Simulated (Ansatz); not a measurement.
**C2H9O2SbSi: basis-set convergence**

An exercise on one series of results from a longer session: the logs are not shown, and one member is left open.

Program: Ansatz 0.2.0, Gaussian basis. Level of theory: one geometry, several basis sets. These are calculated values, not measurements.

Levels to be run: PBE0-D4/def2-SVP; ωB97M-V/def2-SVP; PBE0-D4/def2-QZVPP; ωB97M-V/def2-QZVPP; the functionals' def2-TZVPP values are taken from earlier runs.

## Structure used throughout

The geometry comes from an earlier relaxation with PBE0-D4 in a triple-zeta def2 set; it is a stationary point, not always the lowest conformer. Sb takes the def2 core potential; no spin-orbit term is included.

15 atoms, charge 0, spin multiplicity 1.

Atoms are counted from 1 here; the program's logs count them from 0.

Bond lengths: C1–O2 1.407 Å, C1–H7 1.094 Å, C1–H8 1.097 Å, C1–H9 1.099 Å, O2–Sb3 1.969 Å, Sb3–Si4 2.587 Å, Sb3–O5 1.969 Å, Si4–H10 1.487 Å, Si4–H11 1.483 Å, Si4–H12 1.487 Å, O5–C6 1.407 Å, C6–H13 1.099 Å, C6–H14 1.094 Å, C6–H15 1.097 Å. Angles: O2–C1–H7 108.5°, O2–C1–H8 111.3°, O2–C1–H9 112.9°, H7–C1–H8 108.1°, H7–C1–H9 107.8°, H8–C1–H9 108.0°, C1–O2–Sb3 119.5°, O2–Sb3–Si4 89.2°, O2–Sb3–O5 99.6°, Si4–Sb3–O5 89.2°, Sb3–Si4–H10 109.4°, Sb3–Si4–H11 108.8°, Sb3–Si4–H12 109.4°, H10–Si4–H11 110.3°, H10–Si4–H12 108.7°, H11–Si4–H12 110.3°, Sb3–O5–C6 119.5°, O5–C6–H13 112.9° and more.

The first run:

The input, in.yaml:

```yaml
crystal:
  periodic: [false, false, false]
  atoms:
    - {symbol: C, position_ang: [-1.586651, -1.452650, -1.156991]}
    - {symbol: O, position_ang: [-0.405787, -1.401661, -0.394261]}
    - {symbol: Sb, position_ang: [-0.277827, -0.140981, 1.112740]}
    - {symbol: Si, position_ang: [2.134811, -0.965477, 1.551559]}
    - {symbol: O, position_ang: [0.456232, 1.423922, 0.169902]}
    - {symbol: C, position_ang: [-0.420954, 2.368693, -0.392931]}
    - {symbol: H, position_ang: [-1.674146, -2.450868, -1.595314]}
    - {symbol: H, position_ang: [-1.564659, -0.721569, -1.974337]}
    - {symbol: H, position_ang: [-2.490243, -1.267601, -0.558819]}
    - {symbol: H, position_ang: [2.782105, -0.084207, 2.559920]}
    - {symbol: H, position_ang: [2.890515, -0.929459, 0.275741]}
    - {symbol: H, position_ang: [2.092390, -2.352132, 2.087879]}
    - {symbol: H, position_ang: [-1.340431, 2.501736, 0.194779]}
    - {symbol: H, position_ang: [0.090549, 3.334428, -0.437213]}
    - {symbol: H, position_ang: [-0.707801, 2.087125, -1.413454]}
basis:
  gaussian: {orbitals: def2-SVP}
hamiltonian: {xc: pbe0, dispersion: d4}
output: {orbitals: {seedname: orbitals}}
```

Command:

```
$ ansatz run in.yaml --threads 2 --pin off --events-out ev --progress --plain --max-ram 32768MiB --backend cpu
```

Among the steps run: PBE0-D4 in def2-SVP; ωB97M-V in def2-SVP; PBE0-D4 in def2-QZVPP; ωB97M-V in def2-QZVPP.

One of the session's tables, all rows but one given; the rest of the session is left out.

| functional | basis | HOMO (eV) |
| --- | --- | --- |
| PBE0-D4 | def2-SVP | -6.66 |
| PBE0-D4 | def2-TZVPP | -6.77 |
| PBE0-D4 | def2-QZVPP | -6.80 |
| ωB97M-V | def2-SVP | -8.68 |
| ωB97M-V | def2-TZVPP | ? |
| ωB97M-V | def2-QZVPP | -8.83 |

**Question.** Estimate the row for ωB97M-V, def2-TZVPP.

As computed: HOMO (eV): -8.81. In the column «HOMO (eV)» it lies between ωB97M-V, def2-QZVPP (-8.83) and ωB97M-V, def2-SVP (-8.68).
